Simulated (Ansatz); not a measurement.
# CH3Cl3OSi: molecular dynamics

Aim: follow the molecule's vibrations and see whether its bonds hold. The start is relaxed first. Runs: 500 steps of 1 fs at constant energy, with velocities drawn for 100 K. SMILES of the start: CO[Si](Cl)(Cl)Cl.

Method: RKS B3LYP/STO-3G, in Ansatz 0.2.0.

## (1) The structure to begin with

Bond lengths: Si1–O2 1.680 Å, O2–C3 1.420 Å, C3–H4 1.110 Å, C3–H5 1.110 Å, C3–H6 1.110 Å, Si1–Cl7 2.130 Å, Si1–Cl8 2.128 Å, Si1–Cl9 2.128 Å. Angles: Si1–O2–C3 125.0°, O2–Si1–Cl7 109.4°, O2–Si1–Cl8 109.5°, O2–Si1–Cl9 109.5°, Cl7–Si1–Cl8 109.5°, Cl7–Si1–Cl9 109.5°, Cl8–Si1–Cl9 109.5°, O2–C3–H4 109.5°, O2–C3–H5 109.5°, O2–C3–H6 109.5°, H4–C3–H5 109.4°, H4–C3–H6 109.4°, H5–C3–H6 109.4°.

Structure file:

```xyz
9

Si    0.0000    0.0000    0.0000
O     0.0000    0.0000    1.6800
C    -1.1112   -0.3437    2.4945
H    -1.8140   -0.9775    1.9143
H    -0.7584   -0.9037    3.3856
H    -1.6313    0.5809    2.8212
Cl    2.0086    0.0000   -0.7093
Cl   -1.0032    1.7381   -0.7093
Cl   -1.0032   -1.7381   -0.7093
```

## (2) Preparing the start

File input.yaml:

```yaml
crystal:
  periodic: [false, false, false]
  atoms:
    - { symbol: Si, position_ang: [0.0, 0.0, 0.0] }
    - { symbol: O, position_ang: [0.0, 0.0, 1.68] }
    - { symbol: C, position_ang: [-1.1112, -0.3437, 2.4945] }
    - { symbol: H, position_ang: [-1.814, -0.9775, 1.9143] }
    - { symbol: H, position_ang: [-0.7584, -0.9037, 3.3856] }
    - { symbol: H, position_ang: [-1.6313, 0.5809, 2.8212] }
    - { symbol: Cl, position_ang: [2.0086, 0.0, -0.7093] }
    - { symbol: Cl, position_ang: [-1.0032, 1.7381, -0.7093] }
    - { symbol: Cl, position_ang: [-1.0032, -1.7381, -0.7093] }
basis:
  gaussian: { orbitals: STO-3G }
hamiltonian:
  xc: b3lyp
relax:
  f_tol: 0.02
  max_steps: 40
output:
  orbitals: {}
```

The run is started by

```sh
ansatz run input.yaml --threads 1 --pin off --max-ram 2048MiB --backend cpu --events-out ev --progress --plain --runs-dir out
```

What it wrote:

```text
Warning: RAYON_NUM_THREADS=1 ignored (pool sized by the plan → 1); use --threads N
The last accepted step is kept in <dir> (removed where the run ends without a failure and the disk answers)
Engine: ansatz 0.2.0, aarch64-unknown-linux-gnu
Functional definition: B3LYP
  parameter a0 = 0.2
  parameter ax = 0.72
  parameter ac = 0.81
  exchange = (1 - a0 - ax)*slater_x + ax*b88_x + a0*exact_x
  correlation = (1 - ac)*vwn_rpa_c + ac*lyp_c
644 factors; integrals over basis functions are off by at most 9.6e-6 eV
mean field evaluation 1: about -48034.8765 eV, gradient 3.7e1 eV
mean field evaluation 2: about -48033.4853 eV, gradient 4.5e1 eV
mean field evaluation 4: about -48040.7460 eV, gradient 2.3e0 eV
mean field evaluation 8: about -48040.7425 eV, gradient 3.9e-2 eV
mean field -48040.74255055 eV, -1765.4647255477 hartree, gradient 1.8e-5 eV, S^2 0.000000; 0 other end points of the search recorded, 0 dependent functions left out
the calculation of the forces begins
reference -48040.74276760 eV, -1765.4647335243 hartree; 41, 41 occupied and 8, 8 virtual orbitals, 644 factors
relax step   1: F+E_penalty+E_count = -48040.74255055 eV  Δ(F+E_penalty+E_count) = +0.000e0 eV  max|allowed force component| = 2.641e0 eV/Å  Δτ_max = 0.0000 Å  (22 SCF iters, accepted)
these checks for a lower state are left out or cut short: starts, cluster_reference, orbital_swaps, neighbouring_geometries, increment
644 factors; integrals over basis functions are off by at most 1.4e-5 eV
mean field evaluation 16: about -48040.9278 eV, gradient 1.3e-1 eV
mean field -48040.90625323 eV, -1765.4707415103 hartree, gradient 2.6e-5 eV, S^2 0.000000; 0 other end points of the search recorded, 0 dependent functions left out
the calculation of the forces begins
reference -48040.90646949 eV, -1765.4707494578 hartree; 41, 41 occupied and 8, 8 virtual orbitals, 644 factors
relax step   2: F+E_penalty+E_count = -48040.90625323 eV  Δ(F+E_penalty+E_count) = -1.637e-1 eV  max|allowed force component| = 8.214e-1 eV/Å  Δτ_max = 0.1013 Å  (24 SCF iters, accepted)
these checks for a lower state are left out or cut short: starts, cluster_reference, orbital_swaps, neighbouring_geometries, increment
644 factors; integrals over basis functions are off by at most 1.6e-5 eV
mean field -48040.92554437 eV, -1765.4714504466 hartree, gradient 9.9e-6 eV, S^2 0.000000; 0 other end points of the search recorded, 0 dependent functions left out
the calculation of the forces begins
reference -48040.92575956 eV, -1765.4714583548 hartree; 41, 41 occupied and 8, 8 virtual orbitals, 644 factors
relax step   3: F+E_penalty+E_count = -48040.92554437 eV  Δ(F+E_penalty+E_count) = -1.929e-2 eV  max|allowed force component| = 3.441e-1 eV/Å  Δτ_max = 0.0464 Å  (26 SCF iters, accepted)
these checks for a lower state are left out or cut short: starts, cluster_reference, orbital_swaps, neighbouring_geometries, increment
644 factors; integrals over basis functions are off by at most 2.0e-5 eV
mean field evaluation 32: about -48040.9422 eV, gradient 1.4e-4 eV
mean field -48040.94223410 eV, -1765.4720637829 hartree, gradient 2.7e-5 eV, S^2 0.000000; 0 other end points of the search recorded, 0 dependent functions left out
the calculation of the forces begins
reference -48040.94244818 eV, -1765.4720716502 hartree; 41, 41 occupied and 8, 8 virtual orbitals, 644 factors
relax step   4: F+E_penalty+E_count = -48040.94223410 eV  Δ(F+E_penalty+E_count) = -1.669e-2 eV  max|allowed force component| = 3.370e-1 eV/Å  Δτ_max = 0.1106 Å  (24 SCF iters, accepted)
these checks for a lower state are left out or cut short: starts, cluster_reference, orbital_swaps, neighbouring_geometries, increment
644 factors; integrals over basis functions are off by at most 3.0e-5 eV
mean field -48040.95700693 eV, -1765.4726066746 hartree, gradient 2.3e-5 eV, S^2 0.000000; 0 other end points of the search recorded, 0 dependent functions left out
the calculation of the forces begins
reference -48040.95721954 eV, -1765.4726144878 hartree; 41, 41 occupied and 8, 8 virtual orbitals, 644 factors
relax step   5: F+E_penalty+E_count = -48040.95700693 eV  Δ(F+E_penalty+E_count) = -1.477e-2 eV  max|allowed force component| = 1.412e-1 eV/Å  Δτ_max = 0.2000 Å  (23 SCF iters, accepted)
these checks for a lower state are left out or cut short: starts, cluster_reference, orbital_swaps, neighbouring_geometries, increment
644 factors; integrals over basis functions are off by at most 3.4e-5 eV
mean field -48040.96276875 eV, -1765.4728184173 hartree, gradient 1.0e-5 eV, S^2 0.000000; 0 other end points of the search recorded, 0 dependent functions left out
the calculation of the forces begins
reference -48040.96298148 eV, -1765.4728262352 hartree; 41, 41 occupied and 8, 8 virtual orbitals, 644 factors
relax step   6: F+E_penalty+E_count = -48040.96276875 eV  Δ(F+E_penalty+E_count) = -5.762e-3 eV  max|allowed force component| = 7.453e-2 eV/Å  Δτ_max = 0.0833 Å  (25 SCF iters, accepted)
these checks for a lower state are left out or cut short: starts, cluster_reference, orbital_swaps, neighbouring_geometries, increment
646 factors; integrals over basis functions are off by at most 2.3e-5 eV
mean field -48040.96385533 eV, -1765.4728583484 hartree, gradient 2.7e-5 eV, S^2 0.000000; 0 other end points of the search recorded, 0 dependent functions left out
the calculation of the forces begins
reference -48040.96406931 eV, -1765.4728662120 hartree; 41, 41 occupied and 8, 8 virtual orbitals, 646 factors
relax step   7: F+E_penalty+E_count = -48040.96385533 eV  Δ(F+E_penalty+E_count) = -1.087e-3 eV  max|allowed force component| = 1.411e-1 eV/Å  Δτ_max = 0.1215 Å  (24 SCF iters, accepted)
these checks for a lower state are left out or cut short: starts, cluster_reference, orbital_swaps, neighbouring_geometries, increment
646 factors; integrals over basis functions are off by at most 2.3e-5 eV
mean field -48040.96992578 eV, -1765.4730814335 hartree, gradient 9.8e-6 eV, S^2 0.000000; 0 other end points of the search recorded, 0 dependent functions left out
the calculation of the forces begins
reference -48040.97013998 eV, -1765.4730893051 hartree; 41, 41 occupied and 8, 8 virtual orbitals, 646 factors
relax step   8: F+E_penalty+E_count = -48040.96992578 eV  Δ(F+E_penalty+E_count) = -6.070e-3 eV  max|allowed force component| = 1.386e-2 eV/Å  Δτ_max = 0.0428 Å  (26 SCF iters, accepted)
646 factors; integrals over basis functions are off by at most 2.3e-5 eV
mean field evaluation 64: about -48040.9922 eV, gradient 1.4e-1 eV
mean field -48040.96992578 eV, -1765.4730814335 hartree, gradient 9.8e-6 eV, S^2 0.000000; 1 other end points of the search recorded, 0 dependent functions left out
the calculation of the forces begins
reference -48040.97013998 eV, -1765.4730893051 hartree; 41, 41 occupied and 8, 8 virtual orbitals, 646 factors
Total energy: -48040.97013998 eV, -1765.4730893051 hartree
Atom 0 at    -0.006214    -0.037670     0.045459 Å, force    -0.006562    -0.000664    -0.008492 eV/Å
Atom 1 at     0.181288    -0.263616     1.702045 Å, force     0.013865    -0.004016     0.010030 eV/Å
Atom 2 at    -1.093787    -0.358224     2.440768 Å, force     0.007323    -0.000384    -0.000824 eV/Å
Atom 3 at    -1.711163    -1.217990     2.102563 Å, force    -0.002213     0.001984     0.002449 eV/Å
Atom 4 at    -0.824432    -0.512243     3.503459 Å, force    -0.002266     0.000708    -0.004500 eV/Å
Atom 5 at    -1.696251     0.571851     2.358551 Å, force     0.000494    -0.000302    -0.001825 eV/Å
Atom 6 at     1.942836     0.027212    -0.721801 Å, force    -0.001891     0.002252     0.011662 eV/Å
Atom 7 at    -1.019992     1.759667    -0.405376 Å, force    -0.003392     0.009026    -0.002978 eV/Å
Atom 8 at    -1.084986    -1.612987    -0.857969 Å, force    -0.005357    -0.008604    -0.005522 eV/Å
Dipole moment:    -0.212669    -0.077662     0.580491 e Å
```

Wall time 25 s (1 thread of Arm Neoverse V2, shared host); peak memory 0.15 GiB.

Step by step:

```tsv
step	energy from step 1 (eV)	largest force component (eV/Å)
1	0.0000	2.6406
2	-0.1637	0.8214
3	-0.1830	0.3441
4	-0.1997	0.3370
5	-0.2145	0.1412
6	-0.2202	0.0745
7	-0.2213	0.1411
8	-0.2274	0.0139
```

Step 1 is the start.

After: Bond lengths: Si1–O2 1.682 Å, O2–C3 1.477 Å, C3–H4 1.111 Å, C3–H5 1.107 Å, C3–H6 1.111 Å, Si1–Cl7 2.096 Å, Si1–Cl8 2.112 Å, Si1–Cl9 2.112 Å. Angles: Si1–O2–C3 113.9°, O2–Si1–Cl7 105.1°, O2–Si1–Cl8 112.2°, O2–Si1–Cl9 112.2°, Cl7–Si1–Cl8 110.0°, Cl7–Si1–Cl9 110.0°, Cl8–Si1–Cl9 107.3°, O2–C3–H4 112.2°, O2–C3–H5 106.2°, O2–C3–H6 112.2°, H4–C3–H5 108.6°, H4–C3–H6 108.9°, H5–C3–H6 108.6°.

## (3) Dynamics

500 steps of 1 fs at constant energy, with velocities drawn for 100 K, from the relaxed start.

File input.yaml:

```yaml
crystal:
  periodic: [false, false, false]
  atoms:
    - { symbol: Si, position_ang: [-0.006214, -0.03767, 0.045459] }
    - { symbol: O, position_ang: [0.181288, -0.263616, 1.702045] }
    - { symbol: C, position_ang: [-1.093787, -0.358224, 2.440768] }
    - { symbol: H, position_ang: [-1.711163, -1.21799, 2.102563] }
    - { symbol: H, position_ang: [-0.824432, -0.512243, 3.503459] }
    - { symbol: H, position_ang: [-1.696251, 0.571851, 2.358551] }
    - { symbol: Cl, position_ang: [1.942836, 0.027212, -0.721801] }
    - { symbol: Cl, position_ang: [-1.019992, 1.759667, -0.405376] }
    - { symbol: Cl, position_ang: [-1.084986, -1.612987, -0.857969] }
basis:
  gaussian: { orbitals: STO-3G }
hamiltonian:
  xc: b3lyp
md:
  timestep: 1.0
  n_steps: 500
  ensemble: nve
  temperature: 100.0
  initial_velocities: maxwell_boltzmann
  seed: 769218
```

The run is started by

```sh
ansatz run input.yaml --threads 1 --pin off --max-ram 2048MiB --backend cpu --events-out ev --progress --plain --runs-dir out
```

What it wrote, cut to the lines that bear on the results:

```text
Warning: RAYON_NUM_THREADS=1 ignored (pool sized by the plan → 1); use --threads N
[...]
[... 1 set-up line as earlier in the session ...]
[...]
649 factors; integrals over basis functions are off by at most 7.1e-6 eV
[...]
mean field -48040.96988426 eV, -1765.4730799075 hartree, gradient 7.4e-6 eV, S^2 0.000000; 0 other end points of the search recorded, 0 dependent functions left out
[...]
reference -48040.97009728 eV, -1765.4730877358 hartree; 41, 41 occupied and 8, 8 virtual orbitals, 649 factors
md step     0: t =     0.00 fs  T =   100.0 K  F+E_penalty+E_count = -48040.96988426 eV  E_kin = 0.090482 eV  conserved = -48040.87940226 eV  (22 SCF iters)
[...]
md step    20: t =    20.00 fs  T =    52.4 K  F+E_penalty+E_count = -48040.92657471 eV  E_kin = 0.047416 eV  conserved = -48040.87915851 eV  (20 SCF iters)
[...]
md step    40: t =    40.00 fs  T =    24.9 K  F+E_penalty+E_count = -48040.90162984 eV  E_kin = 0.022564 eV  conserved = -48040.87906575 eV  (20 SCF iters)
[...]
md step    60: t =    60.00 fs  T =    46.9 K  F+E_penalty+E_count = -48040.92144270 eV  E_kin = 0.042476 eV  conserved = -48040.87896670 eV  (20 SCF iters)
[...]
md step    79: t =    79.00 fs  T =    67.9 K  F+E_penalty+E_count = -48040.94002265 eV  E_kin = 0.061458 eV  conserved = -48040.87856484 eV  (20 SCF iters)
md step    80: t =    80.00 fs  T =    74.4 K  F+E_penalty+E_count = -48040.94622290 eV  E_kin = 0.067281 eV  conserved = -48040.87894217 eV  (20 SCF iters)
```

## (4) The log goes on: dynamics from the start

Output, continued, cut to the lines that bear on the results:

```text
md step    81: t =    81.00 fs  T =    79.2 K  F+E_penalty+E_count = -48040.95089131 eV  E_kin = 0.071663 eV  conserved = -48040.87922792 eV  (20 SCF iters)
[...]
md step   107: t =   107.00 fs  T =    48.2 K  F+E_penalty+E_count = -48040.92248425 eV  E_kin = 0.043630 eV  conserved = -48040.87885410 eV  (19 SCF iters)
[...]
md step   133: t =   133.00 fs  T =    45.4 K  F+E_penalty+E_count = -48040.91984077 eV  E_kin = 0.041106 eV  conserved = -48040.87873453 eV  (20 SCF iters)
[...]
md step   159: t =   159.00 fs  T =    61.1 K  F+E_penalty+E_count = -48040.93389903 eV  E_kin = 0.055252 eV  conserved = -48040.87864690 eV  (20 SCF iters)
[...]
md step   183: t =   183.00 fs  T =    48.3 K  F+E_penalty+E_count = -48040.92269460 eV  E_kin = 0.043713 eV  conserved = -48040.87898187 eV  (20 SCF iters)
md step   184: t =   184.00 fs  T =    45.0 K  F+E_penalty+E_count = -48040.91936656 eV  E_kin = 0.040707 eV  conserved = -48040.87865933 eV  (19 SCF iters)
```

## (5) More of the same log: dynamics from the start

The log, continued, cut to the lines that bear on the results:

```text
md step   185: t =   185.00 fs  T =    44.2 K  F+E_penalty+E_count = -48040.91866019 eV  E_kin = 0.040033 eV  conserved = -48040.87862691 eV  (19 SCF iters)
[...]
md step   206: t =   206.00 fs  T =    39.2 K  F+E_penalty+E_count = -48040.91429369 eV  E_kin = 0.035507 eV  conserved = -48040.87878693 eV  (20 SCF iters)
[...]
md step   227: t =   227.00 fs  T =    63.5 K  F+E_penalty+E_count = -48040.93647724 eV  E_kin = 0.057463 eV  conserved = -48040.87901401 eV  (20 SCF iters)
[...]
md step   248: t =   248.00 fs  T =    58.4 K  F+E_penalty+E_count = -48040.93184962 eV  E_kin = 0.052859 eV  conserved = -48040.87899075 eV  (20 SCF iters)
[...]
md step   499: t =   499.00 fs  T =    46.9 K  F+E_penalty+E_count = -48040.92106823 eV  E_kin = 0.042480 eV  conserved = -48040.87858857 eV  (20 SCF iters)
[...]
Total energy: -48040.92571387 eV, -1765.4714566757 hartree
Atom 0 at     0.006056    -0.041424     0.090411 Å, force     0.003665     0.518525    -0.197696 eV/Å
Atom 1 at     0.187669    -0.253554     1.756081 Å, force    -0.102940    -0.016980    -0.267859 eV/Å
Atom 2 at    -1.109832    -0.383457     2.455697 Å, force     0.028121     0.683041     0.023472 eV/Å
Atom 3 at    -1.668892    -1.287125     2.157965 Å, force    -0.047004    -0.285846     0.002324 eV/Å
Atom 4 at    -0.859264    -0.416158     3.527077 Å, force    -0.000230    -0.267565     0.251105 eV/Å
Atom 5 at    -1.767983     0.504180     2.310169 Å, force     0.091474    -0.085698    -0.136536 eV/Å
Atom 6 at     1.923120     0.002207    -0.750301 Å, force     0.136694     0.068582     0.155991 eV/Å
Atom 7 at    -1.035405     1.741087    -0.426937 Å, force     0.176894    -0.124264     0.223627 eV/Å
Atom 8 at    -1.055193    -1.561262    -0.873837 Å, force    -0.286674    -0.489795    -0.054429 eV/Å
Dipole moment:    -0.201621    -0.102166     0.653802 e Å
```

It took 21 min on 1 thread of Arm Neoverse V2, shared host; peak memory 0.13 GiB.

## (6) Frames and traces

The trajectory, every 26 steps (energies from step 0):

```tsv
time (fs)	T (K)	potential energy change (meV/atom)	total energy change (meV/atom)
0.0	100	0.0	0.00
26.0	49	5.2	0.05
52.0	35	6.6	0.06
78.0	66	3.6	0.10
104.0	51	5.0	0.09
130.0	48	5.3	0.06
156.0	64	3.7	0.05
182.0	50	5.1	0.03
208.0	44	5.7	0.05
234.0	68	3.2	0.07
260.0	41	6.0	0.08
286.0	34	6.7	0.08
312.0	71	2.9	0.07
338.0	44	5.7	0.05
364.0	29	7.2	0.05
390.0	64	3.7	0.05
416.0	48	5.3	0.06
442.0	25	7.6	0.09
468.0	54	4.7	0.08
494.0	45	5.6	0.09
500.0	51	4.9	0.05
```

time (fs), T (K) and a bar:
```
      0.0        100 ##############################
     22.0         44 #######
     43.0         25 
     65.0         43 #######
     87.0         69 ##################
    109.0         44 ########
    130.0         48 #########
    152.0         61 ###############
    174.0         44 ########
    196.0         31 ##
    217.0         60 ##############
    239.0         67 #################
    261.0         41 ######
    283.0         31 ##
    304.0         58 #############
    326.0         67 #################
    348.0         36 #####
    370.0         45 ########
    391.0         65 ################
    413.0         48 #########
    435.0         31 ###
    457.0         56 ############
    478.0         70 ##################
    500.0         51 ###########
```

Maxima of the velocity power spectrum (cm⁻¹, relative height; resolution about 130 cm⁻¹): 200 (100), 630 (26), 1180 (24), 1650 (9), 3300 (11).

## (7) Frames from the trajectory

Extended XYZ, with forces in eV/Å:

```xyz
9
time_fs=62.0 T=43 dE=0.0523
Si   -0.002   -0.033    0.077    0.327    0.591    0.131
O     0.167   -0.207    1.757    0.359    0.094   -0.759
C    -1.112   -0.380    2.451    0.079   -0.456    0.266
H    -1.646   -1.288    2.116   -0.180   -0.142   -0.119
H    -0.844   -0.524    3.510   -0.057    0.069    0.273
H    -1.786    0.486    2.364   -0.180    0.375   -0.081
Cl    1.935   -0.028   -0.759   -0.185    0.147    0.282
Cl   -1.050    1.757   -0.403    0.209   -0.171    0.095
Cl   -1.037   -1.571   -0.877   -0.372   -0.506   -0.088
9
time_fs=125.0 T=40 dE=0.0544
Si   -0.025   -0.060   -0.009    0.144    0.544    0.463
O     0.196   -0.287    1.646    0.349    0.044   -0.234
C    -1.051   -0.351    2.406   -0.323   -0.096   -0.151
H    -1.651   -1.237    2.134   -0.232   -0.193   -0.124
H    -0.786   -0.452    3.465    0.170    0.126    0.396
H    -1.667    0.557    2.258   -0.148    0.135    0.139
Cl    1.960    0.057   -0.675   -0.092   -0.094   -0.238
Cl   -1.012    1.799   -0.390    0.134   -0.512   -0.044
Cl   -1.120   -1.658   -0.837   -0.003    0.046   -0.206
9
time_fs=188.0 T=45 dE=0.0500
Si    0.018   -0.059    0.090   -0.501   -0.059   -0.330
O     0.184   -0.319    1.745   -0.158   -0.109    0.160
C    -1.109   -0.346    2.482    0.165   -0.039    0.044
H    -1.825   -1.104    2.087    0.153    0.118   -0.074
H    -0.874   -0.626    3.539    0.017    0.239   -0.411
H    -1.587    0.659    2.453   -0.055   -0.155    0.154
Cl    1.927    0.076   -0.740    0.290   -0.142    0.087
Cl   -0.995    1.712   -0.444   -0.078    0.208    0.203
Cl   -1.107   -1.579   -0.873    0.168   -0.061    0.166
9
time_fs=250.0 T=49 dE=0.0470
Si   -0.016    0.005    0.026    0.029   -0.737   -0.244
O     0.186   -0.244    1.669   -0.539   -0.104    0.485
C    -1.086   -0.351    2.440    0.066    0.173   -0.129
H    -1.752   -1.184    2.094    0.286    0.324   -0.086
H    -0.770   -0.587    3.475   -0.079    0.118    0.047
H    -1.665    0.615    2.438    0.304   -0.511   -0.015
Cl    1.953   -0.025   -0.712   -0.148    0.215   -0.025
Cl   -1.060    1.786   -0.372   -0.002    0.114   -0.154
Cl   -1.054   -1.632   -0.872    0.084    0.408    0.121
9
time_fs=312.0 T=71 dE=0.0265
Si   -0.017   -0.029    0.038    0.369   -0.566   -0.147
O     0.194   -0.238    1.692   -0.453    0.002    0.248
C    -1.096   -0.334    2.427    0.210   -0.530    0.406
H    -1.605   -1.312    2.223    0.144    0.382    0.021
H    -0.837   -0.304    3.515   -0.104    0.050   -0.457
H    -1.802    0.495    2.202    0.104    0.026   -0.029
Cl    1.945    0.015   -0.718   -0.140    0.046    0.000
Cl   -1.023    1.756   -0.370   -0.228    0.357   -0.169
Cl   -1.080   -1.626   -0.881    0.097    0.234    0.127
9
time_fs=375.0 T=58 dE=0.0383
Si    0.007   -0.066    0.078   -0.097    0.200   -0.078
O     0.173   -0.334    1.735    0.406    0.204   -0.147
C    -1.101   -0.335    2.468   -0.408    0.259   -0.440
H    -1.732   -1.184    2.149   -0.210   -0.207    0.086
H    -0.874   -0.430    3.538    0.204   -0.111    0.297
H    -1.682    0.604    2.321    0.089   -0.044    0.007
Cl    1.930    0.078   -0.737    0.119   -0.168    0.124
Cl   -0.993    1.721   -0.434   -0.084    0.138    0.188
Cl   -1.103   -1.584   -0.865   -0.019   -0.272   -0.038
9
time_fs=438.0 T=20 dE=0.0735
Si   -0.018   -0.040   -0.014   -0.228    0.599    0.723
O     0.175   -0.251    1.647    0.533   -0.090   -0.544
C    -1.049   -0.360    2.426   -0.091    0.054    0.422
H    -1.816   -1.015    1.976   -0.089   -0.257   -0.039
H    -0.745   -0.753    3.413   -0.073   -0.243    0.055
H    -1.496    0.628    2.607   -0.285    0.471   -0.055
Cl    1.962    0.014   -0.679    0.040    0.043   -0.241
Cl   -1.047    1.808   -0.385    0.287   -0.579   -0.114
Cl   -1.085   -1.651   -0.845   -0.093    0.003   -0.208
9
time_fs=500.0 T=51 dE=0.0444
Si    0.006   -0.041    0.090    0.004    0.518   -0.198
O     0.188   -0.254    1.756   -0.103   -0.017   -0.268
C    -1.110   -0.384    2.456    0.028    0.683    0.024
H    -1.669   -1.287    2.158   -0.047   -0.286    0.002
H    -0.859   -0.416    3.527    0.000   -0.268    0.251
H    -1.768    0.504    2.310    0.091   -0.086   -0.137
Cl    1.923    0.002   -0.750    0.137    0.069    0.156
Cl   -1.035    1.741   -0.427    0.177   -0.124    0.224
Cl   -1.055   -1.561   -0.874   -0.287   -0.490   -0.054
```

## (8) Summary of results

| quantity | value |
| --- | --- |
| relaxation of the start | 7 moves, 0.227 eV lower |
| length | 500 steps of 1 fs |
| temperature, first and last step | 100 and 51 K |
| temperature, second half | mean 50 K, from 18 to 82 K |
| potential energy, second half | +5 meV/atom from the start |
| largest change of the total energy | 0.11 meV/atom |
| bonds formed or broken | 0 |

**Reading.** The temperature starts at 100 K and averages 50 K in the second half, where it ranges from 18 to 82 K; a mean near half the start is what vibrations about a minimum give, since they share energy equally between motion and strain. The total energy strays from its start by at most 0.11 meV/atom, 2.1 % of the mean kinetic energy, fair for a step of 1 fs. No bond forms or breaks. Averages from a run of 500 fs with 9 atoms are rough. The nuclei move classically, without zero-point motion, which matters most for hydrogen. The basis is very small, so the numbers are rough.
